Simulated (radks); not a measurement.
**Numerical settings for Nd⁺**

Aim: see which numerical settings matter for the neodymium ion Nd+. Each run changes a setting or two against a run with the defaults. The defaults are a mesh step of 0.008 in ln r, a mesh end at 40 bohr or more, Anderson mixing 0.5 over 9 steps and a tight residual threshold, with the energy settled to 1e-9 hartree as well; every run has a cap on iterations.

Program: radks (a radial shooting solver on a logarithmic mesh, Libxc functionals) version 1. Level of theory: Dirac Kohn-Sham, PBEsol, spin-unpolarised, spherical densities, point nucleus; open shells are shared between the two j in proportion to 2j + 1. These are calculated values, not measurements, unless marked.

## 1. What is computed

| Quantity | Value |
| --- | --- |
| element | neodymium (Z = 60) |
| charge | +1 |
| electrons | 59 |
| configuration | [Xe] 4f4 6s1 |

The outer shells:

Nd⁺
```
[Xe] core
4f [↑ ][↑ ][↑ ][↑ ][  ][  ][  ]
6s [↑ ]
```

## 2. Default settings

Input:

```text
Z 60
configuration [Xe] 4f4 6s1
relativity Dirac
functional pbe_sol,pbe_sol
spin unpolarised
j_filling average
nucleus point
c 137.035999084
max_iterations 85
```

Launch:

```bash
$ python run_ks.py task.json out
```

All runs below come from this command, one after another.

## 3. Mesh step in ln r 0.08

Settings, as their differences from step 2:

```diff
@@ -8,2 +8,3 @@
 c 137.035999084
+mesh_step 0.08
 max_iterations 85
```

## 4. Mesh step in ln r 0.12

Settings, as their differences from step 3:

```diff
@@ -8,3 +8,3 @@
 c 137.035999084
-mesh_step 0.08
+mesh_step 0.12
 max_iterations 85
```

## 5. Mesh step in ln r 0.05

Settings, as their differences from step 4:

```diff
@@ -8,3 +8,3 @@
 c 137.035999084
-mesh_step 0.12
+mesh_step 0.05
 max_iterations 85
```

## 6. Mesh end (bohr) 5

Settings, as their differences from step 5:

```diff
@@ -8,3 +8,3 @@
 c 137.035999084
-mesh_step 0.05
+mesh_end 5
 max_iterations 85
```

## 7. Mesh end (bohr) 3

Settings, as their differences from step 6:

```diff
@@ -8,3 +8,3 @@
 c 137.035999084
-mesh_end 5
+mesh_end 3
 max_iterations 85
```

## 8. Residual threshold 1e-16

Settings, as their differences from step 7:

```diff
@@ -8,3 +8,3 @@
 c 137.035999084
-mesh_end 3
+threshold 1e-16
 max_iterations 85
```

## 9. Residual threshold 0.1

Settings, as their differences from step 8:

```diff
@@ -8,3 +8,3 @@
 c 137.035999084
-threshold 1e-16
+threshold 0.1
 max_iterations 85
```

## 10. Mixing 0.01

Settings, as their differences from step 9:

```diff
@@ -8,3 +8,3 @@
 c 137.035999084
-threshold 0.1
+mixing 0.01
 max_iterations 85
```

## 11. Mixing history 1, mixing 0.2

Settings, as their differences from step 10:

```diff
@@ -8,3 +8,4 @@
 c 137.035999084
-mixing 0.01
+history 1
+mixing 0.2
 max_iterations 85
```

## 12. Mixing history 1, mixing 0.05

Settings, as their differences from step 11:

```diff
@@ -9,3 +9,3 @@
 history 1
-mixing 0.2
+mixing 0.05
 max_iterations 85
```

## 13. Mixing history 2

Settings, as their differences from step 12:

```diff
@@ -8,4 +8,3 @@
 c 137.035999084
-history 1
-mixing 0.05
+history 2
 max_iterations 85
```

## 14. Iteration cap 5

Settings, as their differences from step 13:

```diff
@@ -8,3 +8,2 @@
 c 137.035999084
-history 2
-max_iterations 85
+max_iterations 5
```

Before running it: what results should come out? Wanted: for each run, setting; iterations; converged; change of E.

The runs gave:

| setting | mesh points | iterations | converged | change of E (mhartree) | time |
| --- | --- | --- | --- | --- | --- |
| Default settings | 2648 | 14 | yes | 0 | 0.19 s |
| mesh step in ln r 0.08 | 265 | 4 | no | - | 0.03 s |
| mesh step in ln r 0.12 | 177 | 4 | no | - | 0.01 s |
| mesh step in ln r 0.05 | 424 | 14 | yes | +0.008111 | 0.04 s |
| mesh end (bohr) 5 | 2216 | 15 | yes | +155.2 | 0.18 s |
| mesh end (bohr) 3 | 2153 | 13 | no | - | 0.14 s |
| residual threshold 1e-16 | 2648 | 85 | no | - | 0.52 s |
| residual threshold 0.1 | 2648 | 9 | yes | +0.002039 | 0.15 s |
| mixing 0.01 | 2648 | 35 | yes | 0 | 0.39 s |
| mixing history 1, mixing 0.2 | 2648 | 85 | no | - | 0.71 s |
| mixing history 1, mixing 0.05 | 2648 | 85 | no | - | 0.9 s |
| mixing history 2 | 2648 | 26 | yes | 0 | 0.28 s |
| iteration cap 5 | 2648 | 5 | no | - | 0.08 s |

What this shows: A zero stands for a change under the printed digits. Converged yet off by more than 1 mhartree: mesh end (bohr) 5. Convergence of the cycle says nothing about the mesh. Not converged or rejected: mesh step in ln r 0.08; mesh step in ln r 0.12; mesh end (bohr) 3; residual threshold 1e-16; mixing history 1, mixing 0.2; mixing history 1, mixing 0.05; iteration cap 5. A mesh that ends early acts as a hard wall.
